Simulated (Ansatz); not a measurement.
**CH₃Te− (SMILES [CH2-][TeH]): single points off equilibrium**

One table from this session's results is given with a row withheld; the runs are named, their logs left out.

Method: single points in def2-TZVPPD; program: Ansatz 0.2.0, Gaussian basis.

Cores are frozen in the correlated methods. Filled d shells of the heavier atoms are correlated. Core potentials replace the inner electrons past krypton, and spin-orbit coupling is left out.

## Where the work starts

SMILES `[CH2-][TeH]`, 5 atoms, charge -1, spin multiplicity 1.

Atoms are counted from 1 here; the program's logs count them from 0.

Bond lengths: C1–Te2 2.207 Å, C1–H3 1.043 Å, C1–H4 1.084 Å, Te2–H5 1.582 Å. Angles: Te2–C1–H3 112.9°, Te2–C1–H4 126.9°, H3–C1–H4 110.4°, C1–Te2–H5 111.4°.

As a file:

```xyz
5
charge -1, multiplicity 1
C    -0.44764   -0.89122    0.23152
Te    1.18703    0.59083    0.24351
H    -1.16221   -0.71206    0.96922
H    -0.90797   -1.34531   -0.63845
H     0.77234    1.91449   -0.51721
```

The first run:

The input, run/in.yaml:

```yaml
crystal:
  periodic: [false, false, false]
  atoms:
    - {symbol: C, position_ang: [-0.447643, -0.891217, 0.231517]}
    - {symbol: Te, position_ang: [1.187029, 0.590835, 0.243514]}
    - {symbol: H, position_ang: [-1.162212, -0.712056, 0.969216]}
    - {symbol: H, position_ang: [-0.907975, -1.345311, -0.638454]}
    - {symbol: H, position_ang: [0.772340, 1.914494, -0.517213]}
basis:
  gaussian: {orbitals: "def2-TZVPPD.json"}
total_charge: -1
hamiltonian: {xc: pbe, dispersion: d4}
output: {forces: true}
```

The basis file named in the input lies beside it (Basis Set Exchange, JSON).

The run is started by

```sh
$ ansatz run in.yaml --threads 2 --pin off --events-out ev --progress --plain --max-ram 3481MiB
```

Steps of the session up to this table: PBE-D4/def2-TZVPPD; r2SCAN-D4/def2-TZVPPD; PBE0-D4/def2-TZVPPD; wB97M-V/def2-TZVPPD; CCSD(T)/def2-TZVPPD.

One of the session's tables, all rows but one given; the rest of the session is left out.

```
   method  RMS force component (eV/Å)  angle to CCSD(T) forces (°)
   PBE-D4                           ?                            ?
r2SCAN-D4                       1.359                          3.7
  PBE0-D4                       1.365                          2.4
  wB97M-V                       1.266                          2.4
  CCSD(T)                       1.286                    reference
```

Estimate the missing values for PBE-D4.

As computed: RMS force component (eV/Å): 1.444; angle to CCSD(T) forces (°): 6.3. In the column «RMS force component (eV/Å)» it is the highest.

Caveats from the session: The anion's highest level is positive in at least one run, so there the basis alone may hold the extra electron.
